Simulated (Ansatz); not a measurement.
# WC: the cost of one run

Method: DFT PBE, scalar-relativistic, plane waves, PAW, in Ansatz 0.2.0.

**1. Starting point**

It takes space group P-6m2 (No. 187, hexagonal). The conventional cell has a = 2.901 Å, b = 2.901 Å, c = 2.829 Å, α = 90.00°, β = 90.00°, γ = 120.00°. W (site symmetry -6m2) is surrounded by 6 C at 2.19 Å. Around C (site symmetry -6m2) lie 6 W at 2.19 Å.

Coordinates:

```xyz
2
Lattice="2.9005 0.0000 0.0000 -1.4503 2.5119 0.0000 0.0000 0.0000 2.8290" Properties=species:S:1:pos:R:3 pbc="T T T"
W     0.0000    0.0000    0.0000
C     1.4503    0.8373    1.4145
```

The cell is taken as given, not relaxed at this level.

**2. The reference cell**

The reference gives a free energy of -10636.0494 eV, pressure 8.46 GPa, largest force 0.000 eV/Å and gap on the mesh none (metal). It was computed beforehand with the settings of the runs below.

**3. The scan: an axial (c/a) deformation path**

At fixed volume and fractional coordinates, lengths along (0.000, 0.000, 1.000) are scaled against those across it; ρ is that ratio over its starting value.

**4. Point ρ = 0.850**

Input file input.yaml:

```yaml
crystal:
  lattice:
    - [3.0619642063, 0.0, 0.0]
    - [-1.5309821031, 2.6517387881, 0.0]
    - [0.0, 0.0, 2.5385101132]
  atoms:
    - { symbol: W, position: [0.0, 0.0, 0.0] }
    - { symbol: C, position: [0.6666666667, 0.3333333333, 0.5] }
basis:
  ecutwfc: 420
kpoints:
  mp_grid: { grid: [24, 24, 18] }
hamiltonian:
  xc: pbe
scf:
  occupations: { method: gaussian, width: 0.15 }
output:
  forces: true
  stress: true
  eigenvalues: true
```

The run is started by

```
$ ansatz run input.yaml --threads 1 --pin off --max-ram 2560MiB --backend cpu --events-out ev --progress --plain --runs-dir out
```

Q: Estimate wall time and peak memory on 1 thread of Arm Neoverse V1, shared host.

About 16 s, with a peak of 0.47 GiB.
